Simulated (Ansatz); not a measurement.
# SiGe3 (ordered alloy on diamond lattice): Wannier runs under varied settings

Aim: run 2 Wannier inputs for SiGe3 (ordered alloy on diamond lattice) as typed, and read from each log whether it ends well.

Computed with Ansatz 0.2.0 (plane waves, PAW; the settings change from run to run, as each input shows, unless a step's input says otherwise).

1 further run of the same task is left out (it didn't finish).

### 1 The structure to begin with

Symmetry: P-4m2, No. 115, tetragonal system. Conventional cell: a = 3.970 Å, b = 3.970 Å, c = 5.594 Å, α = 90.00°, β = 90.00°, γ = 90.00°. Around Si (site symmetry -4m2) lie 4 Ge at 2.41 Å. Ge (site symmetry 2mm) has 2 Si at 2.41 Å and 2 Ge at 2.45 Å as nearest neighbours. Ge (site symmetry -4m2) is surrounded by 4 Ge at 2.45 Å.

As a file:

```cif
data_structure
_symmetry_space_group_name_H-M 'P-4m2'
_symmetry_Int_Tables_number 115
_cell_length_a 3.9699
_cell_length_b 3.9699
_cell_length_c 5.5940
_cell_angle_alpha 90.000
_cell_angle_beta 90.000
_cell_angle_gamma 90.000
_cell_volume 88.16
loop_
_atom_site_label
_atom_site_type_symbol
_atom_site_symmetry_multiplicity
_atom_site_Wyckoff_symbol
_atom_site_fract_x
_atom_site_fract_y
_atom_site_fract_z
_atom_site_occupancy
Si1 Si 1 a 0.00000 0.00000 0.00000 1
Ge1 Ge 2 g 0.00000 0.50000 0.24429 1
Ge2 Ge 1 c 0.50000 0.50000 0.50000 1
```

Cell and atoms come from an earlier r2SCAN relaxation.

### 2 Run 1

input.yaml

```yaml
crystal:
  lattice:
    - [3.9699077041, 0.0, 0.0]
    - [0.0, 3.9699077041, 0.0]
    - [0.0, 0.0, 5.5939547075]
  atoms:
    - { symbol: Si, position: [0.0, 0.0, 0.0] }
    - { symbol: Ge, position: [0.0, 0.5, 0.2442925744] }
    - { symbol: Ge, position: [0.5, 0.5, 0.5] }
    - { symbol: Ge, position: [0.5, 0.0, 0.7557074256] }
kpoints:
  mp_grid: { grid: [6, 6, 4] }
  band_path:
    path:
      - [[0.0, 0.0, 0.0], [0.0, 0.5, 0.0], [0.5, 0.5, 1.219311621613e-34], [0.0, 0.0, 0.0], [-1.654482328625e-51, 0.0, 0.5], [-1.654482328625e-51, 0.5, 0.5], [0.5, 0.5, 0.5], [-1.654482328625e-51, 0.0, 0.5]]
      - [[0.0, 0.5, 0.0], [-1.654482328625e-51, 0.5, 0.5]]
      - [[0.5, 0.5, 1.219311621613e-34], [0.5, 0.5, 0.5]]
    npoints: 10
hamiltonian:
  xc: r2scan
scf:
  occupations: { method: fixed }
  n_extra_bands: 10
output:
  forces: false
  stress: false
  eigenvalues: true
  wannier:
    kmesh: [4, 4, 4]
    projections: [{ species: Si, l: s, shell: 3 }, { species: Ge, l: p, shell: 4 }]
    minimise: true
    write_hr: true
    conv_tol: 1.0e-08
    max_iter: 3000
    disentanglement: { window: [-2.16, 20.41], frozen_window: [0.84, 9.21] }
```

Run with:

```console
$ ansatz run input.yaml --threads 4 --pin off --max-ram 3686MiB --backend cpu --events-out ev --progress --plain --runs-dir out
```

Output:

```text
Warning: RAYON_NUM_THREADS=4 ignored (pool sized by the plan → 4); use --threads N
scf.n_extra_bands = 10 over 23 filled bands (N_el = 46.0): the run solves 33 bands
Engine: ansatz 0.2.0, aarch64-unknown-linux-gnu
Pseudopotentials: kind: paw
Pseudopotential: Si, paw, valence charge 4, recommended cutoff 500 eV (meta_gga), Si.paw.azcp
Pseudopotential: Ge, paw, valence charge 14, recommended cutoff 500 eV (meta_gga), Ge.paw.azcp
Functional definition: r2SCAN
  parameter k0 = 0.174
  parameter k1 = 0.065
  parameter a1 = 4.9479
  exchange = r2scan_x(k0 = k0, k1 = k1, a1 = a1)
  correlation = r2scan_c
Crystal: 4 atoms, lattice volume = 88.162 Å³
Basis set: ecut = 500 eV, 2245 PW (Γ), exchange–correlation on 120×120×180 points (64 copies of the dense FFT grid, shifted against one another)
Bands: 33, of which v1, the nominal top of the filled ones, is band 23 counted from 1 (22 counted from 0)
Symmetry: 8 space group operations
Space group: P-4m2 (ITA 115), of the structure as read, at distance tolerance 4.5e-5 Å
k-points: 30 of 144 (time reversal used)
Non-local potential: Si, projectors of the file, l = 0: 2, l = 1: 2, l = 2: 2
Non-local potential: Ge, projectors of the file, l = 0: 2, l = 1: 2, l = 2: 3, l = 3: 1
PAW form: soft (Blöchl's): semilocal exchange-correlation on the pseudo side does not see the compensation charge
PAW frozen core: Si, regenerated for the run's functional (the file was generated under x = pbe(κ = 0.804, μ = 0.2195149727645171), c = pbe(β = 0.06672455060314922))
PAW frozen core: Ge, regenerated for the run's functional (the file was generated under x = pbe(κ = 0.804, μ = 0.2195149727645171), c = pbe(β = 0.06672455060314922))
PAW one-centre angular grid: Si, 302 points (default); XC on 160 Gauss nodes
PAW one-centre angular grid: Ge, 590 points (default); XC on 160 Gauss nodes
Initial density: superposition of atomic densities (neutral atoms: chi_scale 0, normalization atom), corrected by the library's trained network
Initial wavefunctions: pseudopotential atomic-orbital guess
Functional: x = r2scan, c = r2scan; τ floored in thin density (d = 2e-4 eV/Å³)
SCF iter   1: F=—  HF=-13547.711234 eV  |F-HF|=—  |Δ(HF+E_count)|=         —  Δρ=6.26e-3  dr2=2.44e-2  dr2_τ=1.21e-2  ethr=1.77e-3  ⟨swp⟩=4.5  Hψ=3548  notcnv=0  defer=232
preconditioner: auto → Resta (q_TF=auto, 2.448 Å⁻¹)  ε∞=2.2  [insulator: Δε(μ)=0.528 eV  Ē_g=24.041 eV  n_scr=20 (ndim 8)  ℏωp=26.8 eV  f_vac=0.031  ε∞_Penn≈2.2]
SCF iter   2: F=—  HF=-13547.728278 eV  |F-HF|=—  |Δ(HF+E_count)|=   1.70e-2  Δρ=1.68e-3  dr2=1.57e-3  dr2_τ=5.68e-5  ethr=5.30e-5  ⟨swp⟩=2.3  Hψ=1996  notcnv=0  defer=238
SCF iter   3: F=—  HF=-13547.727986 eV  |F-HF|=—  |Δ(HF+E_count)|=   2.92e-4  Δρ=1.19e-3  dr2=5.82e-4  dr2_τ=6.68e-6  ethr=3.42e-6  ⟨swp⟩=2.0  Hψ=1623  notcnv=0  defer=238
SCF iter   4: F=—  HF=-13547.728003 eV  |F-HF|=—  |Δ(HF+E_count)|=   1.71e-5  Δρ=1.47e-4  dr2=1.66e-5  dr2_τ=2.02e-7  ethr=1.27e-6  ⟨swp⟩=2.2  Hψ=1055  notcnv=0  defer=238
SCF iter   5: F=—  HF=-13547.728000 eV  |F-HF|=—  |Δ(HF+E_count)|=   3.60e-6  Δρ=2.20e-5  dr2=3.69e-7  dr2_τ=1.09e-8  ethr=3.60e-8  ⟨swp⟩=2.0  Hψ=1082  notcnv=0  defer=128
SCF iter   6: F=-13547.728000 eV  HF=-13547.728000 eV  |F-HF|=4.36e-9  |Δ(HF+E_count)|=   1.43e-7  Δρ=6.65e-6  dr2=4.16e-8  dr2_τ=4.41e-10  ethr=2.17e-10  ⟨swp⟩=10.0  Hψ=5056  notcnv=0
SCF 1 converged in 6 iterations: F = -13547.728000 eV  dr2 = 4.16e-8
NSCF: frozen V_eff on 93 k-points
NSCF: frozen V_eff on 21 k-points
the Wannier pass solved 21 of the 64 points of its mesh, and has the states at the others by symmetry: states obtained by the crystal's operations at points that were solved too leave a residual of 2.79e-13 eV (read by the count's bands and the next), within 8.33e-6 eV
NSCF: frozen V_eff on 21 k-points
the Wannier pass solved 21 of the 64 points of its mesh, and has the states at the others by symmetry: states obtained by the crystal's operations at points that were solved too leave a residual of 2.66e-13 eV (read by the count's bands and the next), within 8.33e-6 eV
NSCF: frozen V_eff on 21 k-points
the Wannier pass solved 21 of the 64 points of its mesh, and has the states at the others by symmetry: states obtained by the crystal's operations at points that were solved too leave a residual of 4.24e-13 eV (read by the count's bands and the next), within 8.33e-6 eV
SCF converged after 6 iterations
Free energy (F): -13547.728000 eV
Harris-Foulkes:  -13547.728000 eV  (|F-HF|=4.36e-9)
Internal energy: -13547.728000 eV  (E = F + TS)
E sigma→0 (E₀):  -13547.728000 eV
Fermi energy:    7.837257 eV
--- Per-component energies (eV) ---
  E_band       = -483.892589
  E_kinetic    = 373.531234
  E_local      = -7834.248335  (includes V_loc(G=0)·N_el)
  E_nonlocal   = 1285.444313
  E_hartree    = 3456.081642
  E_xc         = -258.887026
  E_vxc        = -253.566631  (∫ρ·V_xc dr)
  E_paw        = -6622.423819  (= ΣΔE_a)
  E_vpaw       = -980.599741  (= ΣTr[D̂ρ^β])
  E_aug_tail   = 0.000049  (compensation charges beyond the density's cutoff)
  E_vtau       = 13.374733  (kinetic-family band-sum trace: ∫τ·v_τ [+ j·A + Jᵃ·Aᵃ] dr)
  E_ewald      = -3943.892328
  E_core_change = -3.333730  (= ΣΔE_core)
  E_smearing   = -0.000000  (= −TS)
  E_closure    = 0.000000  (closes the sum)
  Σ components = -13547.728000   (vs F -13547.728000, Δ=0.00e0)
--- Band table (eV; the first three rows and the last of 30) ---
  k-point 0: bands = ["-17.4479", "-17.4479", "-17.3989", "-17.3806", "-17.3462", "-17.2564", "-17.2564", "-17.2555", "-17.2542", "-17.2279", "-17.1699", "-17.1683", "-17.1609", "-17.1244", "-17.1244", "-5.2671", "-1.3032", "-0.8846", "4.6388", "4.6388", "7.8095", "7.8373", "7.8373", "8.7450", "8.7907", "9.1836", "10.5592", "10.5592", "10.6047", "15.2852", "16.9955", "17.2714", "18.0152"]
  k-point 1: bands = ["-17.4481", "-17.4481", "-17.3992", "-17.3805", "-17.3457", "-17.2568", "-17.2553", "-17.2553", "-17.2526", "-17.2294", "-17.1690", "-17.1685", "-17.1607", "-17.1254", "-17.1254", "-4.9971", "-2.8641", "1.0230", "4.9111", "4.9111", "5.8370", "6.9398", "6.9398", "8.5777", "9.6124", "10.0806", "10.9261", "11.8006", "11.8006", "15.4871", "16.3839", "16.3839", "16.4717"]
  k-point 2: bands = ["-17.4482", "-17.4482", "-17.3994", "-17.3804", "-17.3451", "-17.2561", "-17.2542", "-17.2542", "-17.2530", "-17.2308", "-17.1684", "-17.1681", "-17.1608", "-17.1264", "-17.1264", "-4.3042", "-4.0596", "3.0811", "3.6685", "5.5781", "5.5781", "5.8683", "5.8683", "8.8560", "9.2636", "11.0183", "11.1775", "13.8071", "13.8071", "14.2148", "14.2148", "15.3197", "15.9867"]
  k-point 29: bands = ["-17.4609", "-17.4233", "-17.4233", "-17.3455", "-17.3152", "-17.2624", "-17.2438", "-17.2389", "-17.2389", "-17.2311", "-17.2311", "-17.1953", "-17.1408", "-17.1408", "-17.1064", "-1.2218", "-1.2218", "-1.1083", "-0.4212", "3.7511", "3.8074", "3.8235", "3.8235", "12.5201", "12.5201", "12.6786", "12.7722", "12.8915", "12.8915", "13.0013", "13.0578", "18.2970", "19.4894"]
Error: a combination of the trial orbitals is all but absent from the optimal subspace at ik = 2: its weight there is 2.2e-15 of the largest combination's or less, which the computation cannot tell from zero, so that the projections give no starting gauge (the trial orbitals are those of output.wannier.projections, and ik = 2 is k-point 3 of the .win and .amn files); move output.wannier.disentanglement.frozen_window, whose bands are always kept in the subspace
```

It took 21 s on 4 threads of Arm Neoverse V1, shared host; peak memory 0.57 GiB.

What is wrong: The run stopped with an error. Some combination of the trial orbitals has almost no weight, at one k point, in the states chosen from the window. Cure: choose trial orbitals that match the bands, or move the windows as the message advises.

### 3 Run 2

input.yaml: that of step 2 with these lines changed.

```diff
@@ -19,3 +19,3 @@
 hamiltonian:
-  xc: r2scan
+  xc: pbe
 scf:
@@ -33,3 +33,8 @@
     conv_tol: 1.0e-08
-    max_iter: 3000
-    disentanglement: { window: [-2.16, 20.41], frozen_window: [0.84, 9.21] }
+    max_iter: 1000
+    disentanglement: { window: [-1.99, 20.29], frozen_window: [1.01, 9.09] }
+    stability_check: false
+  write_density: true
+  write_potential: true
+  elf: true
+  volumetric_format: npy
```

Run with:

```console
$ ansatz run input.yaml --threads 4 --pin off --max-ram 3686MiB --backend cpu --events-out ev --progress --plain --runs-dir out
```

Output:

```text
Warning: RAYON_NUM_THREADS=4 ignored (pool sized by the plan → 4); use --threads N
scf.n_extra_bands = 10 over 23 filled bands (N_el = 46.0): the run solves 33 bands
Engine: ansatz 0.2.0, aarch64-unknown-linux-gnu
Pseudopotentials: kind: paw
Pseudopotential: Si, paw, valence charge 4, recommended cutoff 420 eV (normal), Si.paw.azcp
Pseudopotential: Ge, paw, valence charge 14, recommended cutoff 420 eV (normal), Ge.paw.azcp
Functional definition: PBE
  parameter kappa = 0.804
  parameter beta = 0.06672455060314922
  exchange = pbe_x(kappa = kappa, mu = beta*pi^2/3)
  correlation = pbe_c(beta = beta)
Crystal: 4 atoms, lattice volume = 88.162 Å³
Basis set: ecut = 420 eV, 1715 PW (Γ)
Bands: 33, of which v1, the nominal top of the filled ones, is band 23 counted from 1 (22 counted from 0)
Symmetry: 8 space group operations
Space group: P-4m2 (ITA 115), of the structure as read, at distance tolerance 4.5e-5 Å
k-points: 30 of 144 (time reversal used)
Non-local potential: Si, projectors of the file, l = 0: 2, l = 1: 2, l = 2: 2
Non-local potential: Ge, projectors of the file, l = 0: 2, l = 1: 2, l = 2: 3, l = 3: 1
PAW form: soft (Blöchl's): semilocal exchange-correlation on the pseudo side does not see the compensation charge
PAW one-centre angular grid: Si, 110 points (default); XC on 64 Gauss nodes
PAW one-centre angular grid: Ge, 590 points (default); XC on 64 Gauss nodes
Initial density: superposition of atomic densities (neutral atoms: chi_scale 0, normalization atom), corrected by the library's trained network
Initial wavefunctions: pseudopotential atomic-orbital guess
Functional: x = pbe(κ = 0.804, μ = 0.2195149727645171), c = pbe(β = 0.06672455060314922)
SCF iter   1: F=—  HF=-13520.644479 eV  |F-HF|=—  |Δ(HF+E_count)|=         —  Δρ=1.19e-3  dr2=1.17e-3  ethr=1.77e-3  ⟨swp⟩=4.5  Hψ=3546  notcnv=0  defer=231
preconditioner: auto → Resta (q_TF=auto, 2.448 Å⁻¹)  ε∞=2.4  [insulator: Δε(μ)=0.287 eV  Ē_g=23.005 eV  n_scr=20 (ndim 8)  ℏωp=26.8 eV  f_vac=0.032  ε∞_Penn≈2.4]
SCF iter   2: F=—  HF=-13520.643527 eV  |F-HF|=—  |Δ(HF+E_count)|=   9.52e-4  Δρ=8.34e-4  dr2=4.94e-4  ethr=2.54e-6  ⟨swp⟩=2.0  Hψ=1982  notcnv=0  defer=238
SCF iter   3: F=—  HF=-13520.643428 eV  |F-HF|=—  |Δ(HF+E_count)|=   9.89e-5  Δρ=4.10e-4  dr2=1.50e-4  ethr=1.07e-6  ⟨swp⟩=2.0  Hψ=1369  notcnv=0  defer=233
SCF iter   4: F=—  HF=-13520.643498 eV  |F-HF|=—  |Δ(HF+E_count)|=   7.02e-5  Δρ=1.45e-4  dr2=1.57e-5  ethr=3.26e-7  ⟨swp⟩=3.0  Hψ=1575  notcnv=0  defer=178
SCF iter   5: F=—  HF=-13520.643494 eV  |F-HF|=—  |Δ(HF+E_count)|=   4.19e-6  Δρ=7.56e-5  dr2=2.77e-6  ethr=3.42e-8  ⟨swp⟩=2.0  Hψ=1537  notcnv=0  defer=119
SCF iter   6: F=-13520.643493 eV  HF=-13520.643493 eV  |F-HF|=8.45e-9  |Δ(HF+E_count)|=   7.20e-7  Δρ=4.35e-6  dr2=2.58e-8  ethr=2.17e-10  ⟨swp⟩=7.8  Hψ=5048  notcnv=0
SCF 1 converged in 6 iterations: F = -13520.643493 eV  dr2 = 2.58e-8
NSCF: frozen V_eff on 93 k-points
NSCF: frozen V_eff on 21 k-points
the Wannier pass solved 21 of the 64 points of its mesh, and has the states at the others by symmetry: states obtained by the crystal's operations at points that were solved too leave a residual of 2.74e-13 eV (read by the count's bands and the next), within 8.33e-6 eV
NSCF: frozen V_eff on 21 k-points
the Wannier pass solved 21 of the 64 points of its mesh, and has the states at the others by symmetry: states obtained by the crystal's operations at points that were solved too leave a residual of 2.11e-13 eV (read by the count's bands and the next), within 8.33e-6 eV
NSCF: frozen V_eff on 21 k-points
the Wannier pass solved 21 of the 64 points of its mesh, and has the states at the others by symmetry: states obtained by the crystal's operations at points that were solved too leave a residual of 4.52e-13 eV (read by the count's bands and the next), within 8.33e-6 eV
SCF converged after 6 iterations
Free energy (F): -13520.643493 eV
Harris-Foulkes:  -13520.643493 eV  (|F-HF|=8.45e-9)
Internal energy: -13520.643493 eV  (E = F + TS)
E sigma→0 (E₀):  -13520.643493 eV
Fermi energy:    8.007467 eV
--- Per-component energies (eV) ---
  E_band       = -454.688003
  E_kinetic    = 374.909358
  E_local      = -7829.316902  (includes V_loc(G=0)·N_el)
  E_nonlocal   = 1282.307680
  E_hartree    = 3450.458551
  E_xc         = -281.970032
  E_vxc        = -240.709425  (∫ρ·V_xc dr)
  E_paw        = -6573.140790  (= ΣΔE_a)
  E_vpaw       = -942.798218  (= ΣTr[D̂ρ^β])
  E_aug_tail   = 0.000969  (compensation charges beyond the density's cutoff)
  E_ewald      = -3943.892328
  E_smearing   = -0.000000  (= −TS)
  E_closure    = -0.000000  (closes the sum)
  Σ components = -13520.643493   (vs F -13520.643493, Δ=0.00e0)
--- Band table (eV; the first three rows and the last of 30) ---
  k-point 0: bands = ["-16.6682", "-16.6682", "-16.6202", "-16.6053", "-16.5729", "-16.4895", "-16.4877", "-16.4877", "-16.4862", "-16.4646", "-16.4085", "-16.4036", "-16.4001", "-16.3613", "-16.3613", "-4.5617", "-0.7994", "-0.3913", "4.9630", "4.9630", "7.9726", "8.0075", "8.0075", "8.6702", "8.6925", "8.9590", "10.5476", "10.5476", "10.5898", "14.7830", "16.7100", "16.9819", "17.5260"]
  k-point 1: bands = ["-16.6683", "-16.6683", "-16.6205", "-16.6052", "-16.5724", "-16.4901", "-16.4868", "-16.4868", "-16.4851", "-16.4660", "-16.4077", "-16.4039", "-16.3999", "-16.3621", "-16.3621", "-4.3052", "-2.2750", "1.4085", "5.2214", "5.2214", "5.9686", "7.1508", "7.1508", "8.5401", "9.5297", "10.0304", "10.6950", "11.7239", "11.7239", "15.1940", "15.9684", "16.0231", "16.0231"]
  k-point 2: bands = ["-16.6684", "-16.6684", "-16.6207", "-16.6052", "-16.5719", "-16.4898", "-16.4858", "-16.4858", "-16.4850", "-16.4672", "-16.4069", "-16.4039", "-16.3999", "-16.3630", "-16.3630", "-3.6552", "-3.4016", "3.3443", "3.9191", "5.8518", "5.8518", "6.1354", "6.1354", "8.8244", "9.2189", "10.8580", "10.9998", "13.6217", "13.6217", "13.9829", "13.9829", "14.9309", "15.5512"]
  k-point 29: bands = ["-16.6807", "-16.6442", "-16.6442", "-16.5711", "-16.5433", "-16.4929", "-16.4764", "-16.4743", "-16.4743", "-16.4676", "-16.4676", "-16.4303", "-16.3775", "-16.3775", "-16.3442", "-0.7210", "-0.7210", "-0.6212", "0.0663", "4.0810", "4.1337", "4.1475", "4.1475", "12.3075", "12.3075", "12.5232", "12.5641", "12.7031", "12.7031", "12.7701", "12.8419", "17.8181", "18.9666"]
Error: a combination of the trial orbitals is all but absent from the optimal subspace at ik = 2: its weight there is 2.2e-15 of the largest combination's or less, which the computation cannot tell from zero, so that the projections give no starting gauge (the trial orbitals are those of output.wannier.projections, and ik = 2 is k-point 3 of the .win and .amn files); move output.wannier.disentanglement.frozen_window, whose bands are always kept in the subspace
```

Run time: 13 s. Hardware: 4 threads of Arm Neoverse V1, shared host; peak memory 0.44 GiB.

**Diagnosis.** The run stopped with an error. Some combination of the trial orbitals has almost no weight, at one k point, in the states chosen from the window. Cure: choose trial orbitals that match the bands, or move the windows as the message advises.

### 4 Summary

| run | settings | ended | fault | time |
| --- | --- | --- | --- | --- |
| 1 | r2SCAN, 10 functions, 4×4×4, window -2.16 to 20.41 eV, frozen 0.84 to 9.21 eV | stopped by an error | some combination of the trial orbitals has almost no weight, at one k point, in the states chosen from the window | 21 s |
| 2 | PBE, 10 functions, 4×4×4, window -1.99 to 20.29 eV, frozen 1.01 to 9.09 eV | stopped by an error | some combination of the trial orbitals has almost no weight, at one k point, in the states chosen from the window | 13 s |

2 stopped by an error. No run passed without a fault or warning, so no result is quoted.
